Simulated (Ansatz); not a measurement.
Debugging a comparison of functionals at one structure of HgTe, space group Cmcm (Ansatz 0.2.0 through its Python package).

Input file `POSCAR_hgte`:
```text
HgTe
1.0
   2.99251800   -3.46692900    0.00000000
   2.99251800    3.46692900    0.00000000
   0.00000000    0.00000000    5.79815700
Hg Te
2 2
Direct
   0.34305000    0.65695000    0.75000000
   0.65695000    0.34305000    0.25000000
   0.78480900    0.21519100    0.75000000
   0.21519100    0.78480900    0.25000000
```

Script `hgte_xc.py`:
```python
"""Functional comparison for HgTe (totals differ with the potentials too)."""

import ansatz
from ase.io import read

atoms = read("POSCAR_hgte", format="vasp")
hgte = ansatz.Crystal.from_ase(atoms)

job = (
    hgte.calculation()
    .kpoints(4)
    .occupations("fixed")
    .scf(tolerance=1e-10)
    .stress()
)

rows = []
for value in ["lda", "blyp", "pbesol"]:
    rep = job.functional(value).run(threads=1).report
    rows.append((value, rep["free_energy_ev"] / len(rep["lattice"]["sites"]), rep["n_iterations"], sum(rep["stress_gpa"][i][i] for i in range(3)) / 3, rep["n_kpoints"]))

print("  functional   F/atom (eV)    iterations       P (GPa)      k-points")
for row in rows:
    print(f"{str(row[0]):>12s}  {row[1]:12.5f}  {row[2]:12d}  {row[3]:12.3f}  {row[4]:12d}")
```

```console
$ python hgte_xc.py
DeckWarning: basis.ecutwfc = 420 eV, auto-derived from the records' recommended cutoffs: set by Hg (normal level)
RunWarning: iter 1: σ=0 fill of 36 bands saw a band overlap (occupied 10.2462 eV > unoccupied 8.1645 eV) — on an unconverged iterate often a transient of an unconverged empty band; one that stands at the close is told there (band_overlap_at_count); if the run fails to converge, the spectrum is likely genuinely metallic at σ=0 — use a smearing of finite width or the tetrahedron method (which not every kind of run takes: see the entry of scf.occupations.method in the input reference), with at [...]
RunWarning: the bands overlap at the fill by count (36 filled at each k-point of a channel): the highest filled level, 10.256900 eV at k-index 11, stands 2.0754 eV over the lowest empty one, 8.181472 eV at k-index 18, so that a fill of the lowest levels lies lower and no gap is reported. A metal, or a carrier in a host's bands, wants a smearing of finite width or the tetrahedron method (`scf.occupations.method`). A defect's level that its images broaden is meant whole, and this fill is then the [...]
  functional   F/atom (eV)    iterations       P (GPa)      k-points
         lda  -10174.72546             9        -4.178            21
        blyp  -10418.91237             9         4.581            21
      pbesol  -10284.70240             9        -2.610            21
```
(Warnings from the package without file and line, shortened, repeats left out.)

The script ran to its end, but the result can't be trusted. Why?

The fault: fixed occupations, though the bands overlap at this level of theory. The correction:

```diff
--- before
+++ after
@@ -11,3 +11,3 @@
     .kpoints(4)
-    .occupations("fixed")
+    .occupations("fermi_dirac", width=0.05)
     .scf(tolerance=1e-10)
```

The mended script runs so:

```console
$ python hgte_xc.py
DeckWarning: basis.ecutwfc = 420 eV, auto-derived from the records' recommended cutoffs: set by Hg (normal level)
  functional   F/atom (eV)    iterations       P (GPa)      k-points
         lda  -10174.78986             8        -4.801            21
        blyp  -10418.97525             9         3.977            21
      pbesol  -10284.76617             8        -3.218            21
```
(Warnings from the package without file and line.)

Caveats:
- BLYP can be off by several per cent in the lattices of metals, and by several GPa in the pressure at a fixed cell.
- For a metal this k-point mesh is coarse: on a finer one energies can move by several to tens of meV an atom and pressures by half a GPa or more, differences at one mesh by less.
- Pressure is positive in compression.
- Spin-orbit coupling, which matters for elements this heavy, is left out.
- The structure comes from a database of computed cells and needn't be a stable or known phase.
- Total energies of different functionals can't be compared; pressures, moments and gaps at this one structure can.
- It ran for 13 s on 1 thread of Intel(R) Xeon(R) Processor @ 2.30GHz, with other jobs on the host, peak memory 0.65 GiB.
